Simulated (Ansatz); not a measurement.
Predict the output of the script below (Ansatz's Python interface).

`methods_b2clho.py`
```python
"""One geometry of B2ClHO, method by method."""

from pathlib import Path

import ansatz as az
import numpy as np

GEOMETRY = """
Cl   -2.31880   -0.15040    0.09380
B    -0.57460   -0.45640    0.29930
B     0.91140    0.29330    0.04920
O     0.71580   -1.09610   -0.13830
H     1.31610    1.33580   -0.34550
"""

system = az.Crystal.molecule()
for line in GEOMETRY.strip().splitlines():
    symbol, *xyz = line.split()
    system = system.atom(symbol, [float(v) for v in xyz])

calculation = system.calculation().basis(gaussian="def2-SVP")

print("functional    E (Ha)        dipole (D)   HOMO (eV)  LUMO (eV)")
for name in ["pbe0", "blyp", "hf", "lda", "cam_b3lyp"]:
    r = calculation.functional(name).forces().orbitals().run(threads=1, runs_dir="runs").report
    lines = Path(r["orbitals_path"]).read_text().splitlines()
    field_of = lambda key: [line.split("=")[1].strip() for line in lines if line.startswith(key)]
    orbitals = [(27.211386 * float(e), s, float(n)) for e, s, n in zip(field_of("Ene="), field_of("Spin="), field_of("Occup="))]
    homo = max(e for e, _, n in orbitals if n > 0.5)
    lumo = min(e for e, _, n in orbitals if n < 0.5)
    dipole = 4.803205 * np.linalg.norm(r["charge_distribution"]["dipole_moment_e_ang"])
    print(f"{name:10s} {r['free_energy_ev'] / 27.211386246:14.6f} {dipole:9.3f} {homo:11.3f} {lumo:10.3f}")
```

```console
$ python methods_b2clho.py
functional    E (Ha)        dipole (D)   HOMO (eV)  LUMO (eV)
pbe0          -585.172122     0.481      -6.182     -2.010
blyp          -585.440359     0.321      -4.697     -2.754
hf            -584.054102     0.876      -9.128      1.703
lda           -582.891572     0.316      -4.993     -3.196
cam_b3lyp     -585.424861     0.512      -7.517     -0.755
```

Reading the output:
- Total energies depend on the basis set; only differences at equal settings carry meaning.
- The geometry is a force-field or estimated start, not a minimum of this method, and the basis set is short of its limit. A lower total doesn't mark the better method: functionals have no common bound, and MP2 and coupled cluster aren't variational.
- Levels such as HOMO and LUMO are orbital energies: with these approximate functionals they aren't the ionisation energy and electron affinity, and their gap isn't the fundamental gap.
- Timing: 3.6 s on 1 thread of Intel(R) Xeon(R) Processor @ 2.30GHz, on a shared host, peak memory 0.23 GiB.
